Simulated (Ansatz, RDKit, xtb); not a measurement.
# C2H8GeOSi: ranking a sample of isomers

A sample of isomers of C2H8GeOSi is drawn. Aim: find which of them has the lowest free energy at 298.15 K, then its properties. The sample is small against all isomers, and the most stable one of this formula need not be in it.

The funnel: GFN2-xTB relaxations, single points with a density functional, relaxations at PBE-D3(BJ)/def2-SVP, harmonic vibrations (at GFN2-xTB), and a last energy at a higher level. All values are calculated.

**1. Possible bonding patterns**

Isomers were taken from a list of plausible structures; this is a sample, not all of them. That gives 7 candidates.

```tsv
label	SMILES	spin
c104	[SiH3][GeH]1[CH2]O[CH2]1	singlet
c174	[SiH3][C@@H]1C[O][GeH2]1	singlet
c500	[GeH3][O][C@@H]1C[SiH2]1	singlet
c568	O=CC[SiH2][GeH3]	singlet
c832	C[C](=O)[GeH2][SiH3]	singlet
c848	O=C[SiH2][CH2][GeH3]	singlet
c905	[SiH3]O/C=[CH]/[GeH3]	singlet
```

Candidates are built by distance geometry, with a force field where one applies, in up to four conformers (letters a to d).

**Question.** With final energies at CCSD(T)/def2-SVP + MP2/def2-TZVPP - MP2/def2-SVP, which structure will this search put lowest in free energy, and by what margin?

| quantity | value |
| --- | --- |
| lowest structure found | [SiH3]O/C=[CH]/[GeH3], singlet |
| next finalist | O=CC[SiH2][GeH3], singlet, 5.9 kcal/mol higher in G |
| share at equilibrium, among the finalists | 100.0 % |

The search ends on `[SiH3]O/C=[CH]/[GeH3]`. The margin of 5.9 kcal/mol over the next finalist is beyond the usual error of the last level; it says nothing of structures that weren't ranked. GFN2-xTB, HF/def2-SVP and MP2/def2-SVP already put its bonding pattern lowest among the structures in one piece; HF/STO-3G favours the singlet [SiH3][C@@H]1C[O][GeH2]1; r2SCAN-D4/def2-SVP and PBE-D3(BJ)/def2-SVP favour the singlet O=CC[SiH2][GeH3]. 2 minima inside the window were never screened. The search is not exhaustive (a finite list of starts, one conformer a finalist), so a lower isomer can't be ruled out. Only 7 drawn patterns were tried, so whole families of isomers are missing, and the result ranks this sample alone.
